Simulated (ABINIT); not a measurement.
The system is HfTaNO3.

```
Ta Hf O N
1.0
     3.52345    0.00000    0.00000
     0.00000    3.58959    0.00000
     0.00000    0.00000    5.29425
Ta Hf O N
1 1 3 1
Cartesian
  1.7617 1.7948 4.0272
  0.0000 0.0000 1.2604
  0.0000 1.7948 0.3135
  1.7617 0.0000 2.3208
  0.0000 1.7948 3.0421
  1.7617 0.0000 4.9188
```

The cell comes from a database or a generator and needn't be the stable form of this composition.

```yaml
Program: ABINIT 10.8.3 (patched build)
Task: relaxation of cell and atoms
Functional: PBEsol
Potentials_or_basis: JTH PAW PBE v2.0
Cutoff: 707 eV
k_mesh: 5 × 5 × 3
Occupations: fermi-dirac, width 0.05 eV
Spin: no spin polarisation
```

At the start: pressure -7.8 GPa; volume 11.16 Å³/atom.

**Question.** How do energy, volume and symmetry change on relaxing?

**Answer.** Over 13 steps the energy falls by 10.9 meV/atom and the volume is 10.71 Å³/atom (-4.1 %); space group Pmm2 (No. 25, to 0.05 Å).

The path:
| step | energy change (eV) | largest force (eV/Å) | pressure (GPa) | volume (Å³) |
| --- | --- | --- | --- | --- |
| 1 | 0.0000 | 0.1528 | -7.85 | 66.96 |
| 2 | -0.0479 | 0.1754 | -1.60 | 65.37 |
| 3 | -0.0517 | 0.2076 | 0.05 | 64.93 |
| 4 | -0.0541 | 0.2082 | 0.60 | 64.74 |
| 5 | -0.0595 | 0.2108 | 1.16 | 64.38 |
| 6 | -0.0622 | 0.1656 | 0.76 | 64.31 |
| 7 | -0.0641 | 0.0968 | 0.04 | 64.35 |
| 8 | -0.0648 | 0.0982 | -0.25 | 64.38 |
| 9 | -0.0652 | 0.0790 | -0.25 | 64.35 |
| 10 | -0.0654 | 0.0507 | -0.10 | 64.31 |
| 11 | -0.0655 | 0.0194 | 0.06 | 64.26 |
| 12 | -0.0656 | 0.0055 | 0.13 | 64.24 |
| 13 | -0.0657 | 0.0093 | 0.07 | 64.25 |

Final structure:
```
CELL_PARAMETERS angstrom
3.49467 0.00000 0.00000
0.00000 3.54814 0.00000
0.00000 0.00000 5.18145
ATOMIC_POSITIONS crystal
Ta 0.50000 0.50000 0.76075
Hf 0.00000 0.00000 0.23979
O 0.00000 0.50000 0.05179
O 0.50000 0.00000 0.44577
O 0.00000 0.50000 0.56690
N 0.50000 0.00000 0.93500
```

Caveat: the PAW data sets were made with another functional, which shifts forces and pressure a little; the atomic spheres overlap.
